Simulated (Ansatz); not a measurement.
# Si2SF6: up Jacob's ladder to CCSD(T)

How much do the methods differ for Si2SF6? The plan is to run it at one geometry with functionals of several rungs and with coupled cluster, and see how far each lands from CCSD(T) at the basis-set limit for the atomisation energy.

Program: Ansatz 0.2.0, Gaussian basis. Level of theory: functionals in def2-TZVPP, the program's frozen cores in correlated methods. These are calculated values, not measurements.

Plan: LDA (SPW92), PBE-D4, revPBE-D4, BLYP-D4, r2SCAN-D4, B97M-V, PBE0-D4, B3LYP-D4, r2SCANh-D4, r2SCAN0-D4, HSE06-D4, BHLYP-D4, CAM-B3LYP-D4, LC-ωPBE, ωB97X-V, ωB97M-V, B2PLYP, PBE-QIDH; CCSD(T)/def2-SVP; CCSD(T)/def2-TZVPP; MP2/def2-QZVPP; extrapolation to the limit; RPA on PBE.

## Step 1: The geometry

All runs share one geometry, relaxed beforehand with PBE0-D4 in a triple-zeta def2 set.

SMILES `F[Si](F)(F)S[Si](F)(F)F`, 9 atoms, charge 0, spin multiplicity 1.

Atoms are counted from 1 here; the program's logs count them from 0.

Bond lengths: F1–Si2 1.568 Å, Si2–F3 1.570 Å, Si2–F4 1.568 Å, Si2–S5 2.103 Å, S5–Si6 2.103 Å, Si6–F7 1.568 Å, Si6–F8 1.568 Å, Si6–F9 1.570 Å. Angles: F1–Si2–F3 107.9°, F1–Si2–F4 108.0°, F1–Si2–S5 112.4°, F3–Si2–F4 109.3°, F3–Si2–S5 111.8°, F4–Si2–S5 107.3°, Si2–S5–Si6 98.4°, S5–Si6–F7 112.4°, S5–Si6–F8 107.3°, S5–Si6–F9 111.8°, F7–Si6–F8 108.0°, F7–Si6–F9 107.9°, F8–Si6–F9 109.3°.

## Step 2: LDA

This LDA is Slater exchange with PW92 correlation.

in.yaml reads:

```yaml
crystal:
  periodic: [false, false, false]
  atoms:
    - {symbol: F, position_ang: [2.057100, -0.767855, 1.093362]}
    - {symbol: Si, position_ang: [1.470126, -0.543568, -0.342893]}
    - {symbol: F, position_ang: [0.547461, -1.768119, -0.682629]}
    - {symbol: F, position_ang: [2.666888, -0.498551, -1.355051]}
    - {symbol: S, position_ang: [0.438591, 1.281031, -0.512019]}
    - {symbol: Si, position_ang: [-1.406509, 0.665151, 0.286810]}
    - {symbol: F, position_ang: [-2.308656, -0.052208, -0.775830]}
    - {symbol: F, position_ang: [-2.158196, 1.952869, 0.772062]}
    - {symbol: F, position_ang: [-1.218306, -0.315149, 1.499188]}
basis:
  gaussian: {orbitals: def2-TZVPP}
hamiltonian: {xc: lda}
output: {orbitals: {seedname: orbitals}}
```

After this run come: PBE-D4 (GGA); revPBE-D4 (GGA); BLYP-D4 (GGA); r2SCAN-D4 (meta-GGA); B97M-V (meta-GGA); PBE0-D4 (hybrid); B3LYP-D4 (hybrid); r2SCANh-D4 (hybrid); r2SCAN0-D4 (hybrid); HSE06-D4 (hybrid); BHLYP-D4 (hybrid); CAM-B3LYP-D4 (range-separated); LC-ωPBE (range-separated); ωB97X-V (range-separated); ωB97M-V (range-separated); B2PLYP (double hybrid); PBE-QIDH (double hybrid); CCSD(T) in def2-SVP; CCSD(T) in def2-TZVPP; MP2 in def2-QZVPP; RPA on PBE orbitals.

Before running them: what should the planned runs give, taken together? Wanted: atomisation energy, CCSD(T)/CBS; farthest beyond LDA; mean size of error, GGA; mean size of error, meta-GGA; mean size of error, hybrid; mean size of error, range-separated; mean size of error, double hybrid; gap, smallest and largest; T1 diagnostic.

The runs gave:

```
                               quantity                                      value
        atomisation energy, CCSD(T)/CBS                              4201.2 kJ/mol
 functionals within 21.0 kJ/mol (0.5 %)                          r2SCAN-D4, B97M-V
                    farthest beyond LDA                   BHLYP-D4 (-255.3 kJ/mol)
                mean size of error, GGA                                71.4 kJ/mol
           mean size of error, meta-GGA                                13.2 kJ/mol
             mean size of error, hybrid                               125.6 kJ/mol
    mean size of error, range-separated                                35.6 kJ/mol
      mean size of error, double hybrid                                88.8 kJ/mol
              gap, smallest and largest  6.43 eV (LDA (SPW92)), 14.07 eV (LC-ωPBE)
                          T1 diagnostic                                     0.0121
triples share of the correlation energy                                      3.1 %
```

In words: The LDA atomisation energy is off by 621.1 kJ/mol (15 %): it overbinds. PBE-D4 is off by +22.4 kJ/mol. Double hybrids carry the basis error of their MP2 part in triple zeta, and no dispersion term here, so their miss is partly the set-up's. By mean error the best rung here is meta-GGA (13.2 kJ/mol) and the worst beyond LDA is hybrid (125.6 kJ/mol). The mean of the hybrids holds BHLYP, with half exact exchange. RPA and LDA stand outside this count. The reference freezes the cores and leaves out relativity and excitations past (T), so misses under about 21.0 kJ/mol can't be ranked. Hartree-Fock recovers 73 % of the binding; the rest is correlation. CCSD(T) in def2-SVP is off by -466.9 kJ/mol, worse than the median functional, from the basis alone. The gap grows from 6.4 to 14.1 eV across the functionals, mostly with the share of exact exchange.
